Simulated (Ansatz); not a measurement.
# NiGe3: the cost of one run

Program: Ansatz 0.2.0. Level of theory: DFT PBE, scalar-relativistic, plane waves, PAW. These are calculated values, not measurements.

## (1) The structure to begin with

It takes space group P4/mmm (No. 123, tetragonal). Conventional cell: a = 4.011 Å, b = 4.011 Å, c = 3.970 Å, α = 90.00°, β = 90.00°, γ = 90.00°. Ni (site symmetry 4/mmm) has 12 Ge at 2.82 to 2.84 Å in its first shell of neighbours. Ge (site symmetry mmm) has 4 Ni at 2.82 Å and 8 Ge at 2.82 to 2.84 Å in its first shell of neighbours. Ge (site symmetry 4/mmm) is surrounded by 8 Ge at 2.82 Å and 4 Ni at 2.84 Å.

Structure file:

```
CELL_PARAMETERS angstrom
4.01092 0.00000 0.00000
0.00000 4.01092 0.00000
0.00000 0.00000 3.96969
ATOMIC_POSITIONS crystal
Ni 0.00000 0.00000 0.00000
Ge 0.00000 0.50000 0.50000
Ge 0.50000 0.00000 0.50000
Ge 0.50000 0.50000 0.00000
```

A structure generator made this guess: species swapped into a database cell of Cu3Pd (P4/mmm, No. 123), with Ge on the Cu sites and Ni on the Pd sites. Lengths come from tabulated atomic sizes and are only a guess.

## (2) The guess as it stands, on a coarse mesh

input.yaml reads:

```yaml
crystal:
  lattice:
    - [4.01091842, 0.0, 0.0]
    - [0.0, 4.01091842, 0.0]
    - [0.0, 0.0, 3.96969167]
  atoms:
    - { symbol: Ni, position: [0.0, 0.0, 0.0], spin: 2.0 }
    - { symbol: Ge, position: [0.0, 0.5, 0.5] }
    - { symbol: Ge, position: [0.5, 0.0, 0.5] }
    - { symbol: Ge, position: [0.5, 0.5, 0.0] }
basis:
  ecutwfc: 420
kpoints:
  mp_grid: { grid: [4, 4, 4] }
hamiltonian:
  xc: pbe
scf:
  occupations: { method: gaussian, width: 0.1 }
  lower_state_search: "off"
output:
  forces: true
  stress: true
  eigenvalues: true
  populations: true
magnetization:
  spin_polarized: true
```

The run is started by

```console
$ ansatz run input.yaml --threads 1 --pin off --max-ram 2560MiB --backend cpu --events-out ev --progress --plain --runs-dir out
```

What time and memory should one allow on 1 thread of Arm Neoverse V1, shared host?

About 9.9 s, with a peak of 0.37 GiB.
